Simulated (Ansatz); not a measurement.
# Fe3F: the cost of one run

Computed with Ansatz 0.2.0 (DFT PBE, scalar-relativistic, plane waves, PAW, unless a step's input says otherwise).

## 1. Starting point

It takes space group Fm-3m (No. 225, cubic). The conventional cell has a = 5.574 Å, b = 5.574 Å, c = 5.574 Å, α = 90.00°, β = 90.00°, γ = 90.00°. Around Fe (site symmetry -43m) lie 4 Fe at 2.41 Å and 4 F at 2.41 Å. Fe (site symmetry m-3m) is surrounded by 8 Fe at 2.41 Å. F (site symmetry m-3m) is surrounded by 8 Fe at 2.41 Å.

Coordinates:

```cif
data_structure
_symmetry_space_group_name_H-M 'Fm-3m'
_symmetry_Int_Tables_number 225
_cell_length_a 5.5739
_cell_length_b 5.5739
_cell_length_c 5.5739
_cell_angle_alpha 90.000
_cell_angle_beta 90.000
_cell_angle_gamma 90.000
_cell_volume 173.17
loop_
_atom_site_label
_atom_site_type_symbol
_atom_site_symmetry_multiplicity
_atom_site_Wyckoff_symbol
_atom_site_fract_x
_atom_site_fract_y
_atom_site_fract_z
_atom_site_occupancy
Fe1 Fe 8 c 0.25000 0.75000 0.75000 1
Fe2 Fe 4 b 0.50000 0.00000 0.00000 1
F1 F 4 a 0.00000 0.00000 0.00000 1
```

The cell is invented: species swapped into a database cell of NdCd3 (Fm-3m, No. 225), with F on the Nd sites and Fe on the Cd sites. The dimensions are guesses.

## 2. A first look at the guess

input.yaml

```yaml
crystal:
  lattice:
    - [0.0, 2.78696332, 2.78696332]
    - [2.78696332, 0.0, 2.78696332]
    - [2.78696332, 2.78696332, 0.0]
  atoms:
    - { symbol: Fe, position: [0.25, 0.25, 0.25], spin: 4.0 }
    - { symbol: Fe, position: [0.75, 0.75, 0.75], spin: 4.0 }
    - { symbol: Fe, position: [0.5, 0.5, 0.5], spin: 4.0 }
    - { symbol: F, position: [0.0, 0.0, 0.0] }
basis:
  ecutwfc: 420
kpoints:
  mp_grid: { grid: [6, 6, 6] }
hamiltonian:
  xc: pbe
scf:
  occupations: { method: gaussian, width: 0.1 }
  lower_state_search: "off"
output:
  forces: true
  stress: true
  eigenvalues: true
  populations: true
magnetization:
  spin_polarized: true
```

Run with:

```bash
ansatz run input.yaml --threads 1 --pin off --max-ram 2048MiB --backend cpu --events-out ev --progress --plain --runs-dir out
```

What time and memory should one allow on 1 thread of Arm Neoverse V2, shared host?

About 5.2 s, with a peak of 0.31 GiB.
